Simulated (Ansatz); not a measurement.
**Si3H8O2: how energies converge with the basis set**

Aim: see how fast density functionals converge with the basis set for Si3H8O2.

The runs use Ansatz 0.2.0, Gaussian basis; one geometry, several basis sets.

The runs, in order: PBE0-D4/def2-SVP; ωB97M-V/def2-SVP; PBE0-D4/def2-QZVPP; ωB97M-V/def2-QZVPP; the functionals' def2-TZVPP values are taken from earlier runs.

## 1. The geometry

An earlier PBE0-D4 in a triple-zeta def2 set relaxation fixed the geometry.

SMILES `O[SiH2][SiH2]O[SiH3]`, 13 atoms, charge 0, spin multiplicity 1.

Atoms are counted from 1 here; the program's logs count them from 0.

Bond lengths: O1–Si2 1.655 Å, O1–H6 0.959 Å, Si2–Si3 2.355 Å, Si2–H7 1.485 Å, Si2–H8 1.493 Å, Si3–O4 1.650 Å, Si3–H9 1.490 Å, Si3–H10 1.488 Å, O4–Si5 1.630 Å, Si5–H11 1.494 Å, Si5–H12 1.481 Å, Si5–H13 1.485 Å. Angles: Si2–O1–H6 116.9°, O1–Si2–Si3 111.1°, O1–Si2–H7 106.1°, O1–Si2–H8 111.1°, Si3–Si2–H7 110.7°, Si3–Si2–H8 109.4°, H7–Si2–H8 108.5°, Si2–Si3–O4 109.6°, Si2–Si3–H9 111.0°, Si2–Si3–H10 111.5°, O4–Si3–H9 108.9°, O4–Si3–H10 107.7°, H9–Si3–H10 108.1°, Si3–O4–Si5 143.9°, O4–Si5–H11 109.8°, O4–Si5–H12 109.0°, O4–Si5–H13 110.9°, H11–Si5–H12 108.7° and more.

Geometry (Å):

```csv
atom,x (Å),y (Å),z (Å)
O1,-2.11549,0.67899,0.53503
Si2,-1.15753,-0.20317,1.55672
Si3,1.12047,0.06219,1.02109
O4,1.35332,-0.25687,-0.58055
Si5,0.73067,-0.04011,-2.07098
H6,-2.09380,0.44065,-0.39388
H7,-1.43701,0.30511,2.92405
H8,-1.51154,-1.65307,1.50899
H9,1.57751,1.45133,1.30733
H10,1.97651,-0.87504,1.79730
H11,-0.74738,-0.25582,-2.03945
H12,1.33627,-1.02785,-2.99398
H13,0.98849,1.33895,-2.55667
```

## 2. PBE0-D4 in def2-SVP

Contents of in.yaml:

```yaml
crystal:
  periodic: [false, false, false]
  atoms:
    - {symbol: O, position_ang: [-2.115489, 0.678987, 0.535029]}
    - {symbol: Si, position_ang: [-1.157528, -0.203166, 1.556716]}
    - {symbol: Si, position_ang: [1.120473, 0.062192, 1.021089]}
    - {symbol: O, position_ang: [1.353321, -0.256872, -0.580546]}
    - {symbol: Si, position_ang: [0.730666, -0.040108, -2.070976]}
    - {symbol: H, position_ang: [-2.093801, 0.440654, -0.393877]}
    - {symbol: H, position_ang: [-1.437005, 0.305113, 2.924048]}
    - {symbol: H, position_ang: [-1.511537, -1.653066, 1.508991]}
    - {symbol: H, position_ang: [1.577508, 1.451333, 1.307328]}
    - {symbol: H, position_ang: [1.976507, -0.875043, 1.797301]}
    - {symbol: H, position_ang: [-0.747375, -0.255819, -2.039454]}
    - {symbol: H, position_ang: [1.336272, -1.027855, -2.993977]}
    - {symbol: H, position_ang: [0.988486, 1.338952, -2.556673]}
basis:
  gaussian: {orbitals: def2-SVP}
hamiltonian: {xc: pbe0, dispersion: d4}
output: {orbitals: {seedname: orbitals}}
```

The runs that follow: ωB97M-V in def2-SVP; PBE0-D4 in def2-QZVPP; ωB97M-V in def2-QZVPP.

Before running them: what should the planned runs give, taken together? Wanted: PBE0-D4: double and triple zeta above quadruple; ωB97M-V: double and triple zeta above quadruple.

**Answer**, as computed:

| quantity | value |
| --- | --- |
| PBE0-D4: double and triple zeta above quadruple | 15.00, 1.08 eV |
| ωB97M-V: double and triple zeta above quadruple | 15.11, 1.00 eV |

What this shows: PBE0-D4 gains 13.92 eV from double to triple zeta, then 1.08 eV more. Total energies overstate the basis error of differences, where much of it tends to cancel. The LUMO of ωB97M-V is positive and keeps falling with the basis (1.26 to 0.62 eV): an unbound level that the basis holds in place.
